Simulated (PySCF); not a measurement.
# H6Ta (Ta(H)6-): the cost of one run

Program: PySCF 2.14.0. Level of theory: r2SCAN, Ta def2-SVP with ECP60, H def2-SVP; scalar-relativistic core potentials, no spin–orbit coupling. These are calculated values, not measurements.

3 further runs of the same task are left out: 2 for a known fault of the program, 1 set aside as unsound or not needed.

## Step 1: The starting structure

7 atoms, charge -1, spin multiplicity 1.

Bond lengths: Ta1–H2 1.840 Å, Ta1–H3 1.840 Å, Ta1–H4 1.840 Å, Ta1–H5 1.840 Å, Ta1–H6 1.840 Å, Ta1–H7 1.840 Å. Angles: H2–Ta1–H3 81.2°, H2–Ta1–H4 81.2°, H2–Ta1–H5 82.6°, H2–Ta1–H6 135.9°, H2–Ta1–H7 135.9°, H3–Ta1–H4 81.2°, H3–Ta1–H5 135.9°, H3–Ta1–H6 82.6°, H3–Ta1–H7 135.9°, H4–Ta1–H5 135.9°, H4–Ta1–H6 135.9°, H4–Ta1–H7 82.6°, H5–Ta1–H6 81.2°, H5–Ta1–H7 81.2°, H6–Ta1–H7 81.2°.

Geometry (Å):

```
Ta    0.00000    0.00000    0.00000
H     1.38240    0.00000    1.21440
H    -0.69120    1.19720    1.21440
H    -0.69120   -1.19720    1.21440
H     1.38240    0.00000   -1.21440
H    -0.69120    1.19720   -1.21440
H    -0.69120   -1.19720   -1.21440
```

Formal oxidation states: Ta +5.

## Step 2: SCF at the start, singlet

Input file run.py (the lines that set the calculation):

```python
mol = gto.M(atom='''
Ta     0.00000     0.00000     0.00000
H      1.38240     0.00000     1.21440
H     -0.69120     1.19720     1.21440
H     -0.69120    -1.19720     1.21440
H      1.38240     0.00000    -1.21440
H     -0.69120     1.19720    -1.21440
H     -0.69120    -1.19720    -1.21440''',
    basis={'Ta': 'def2-SVP', 'H': 'def2-SVP'},
    ecp={'Ta': 'def2-SVP'},
    charge=-1, spin=0)
mf = dft.RKS(mol, xc='R2SCAN')
mf.grids.atom_grid = (50, 194)
mf = mf.density_fit()  # fitting sets: Ta def2-universal-JKFIT, H def2-universal-JKFIT
mf.conv_tol = 1e-08; mf.max_cycle = 55
mf.kernel(dm0)  # dm0: free metal ions and neutral atoms
```

The run is started by

```sh
> OMP_NUM_THREADS=2 python run.py
```

What time and memory should one allow on 2 threads of Arm Neoverse V1, shared host?

About 1.8 s, with a peak of 0.39 GiB.
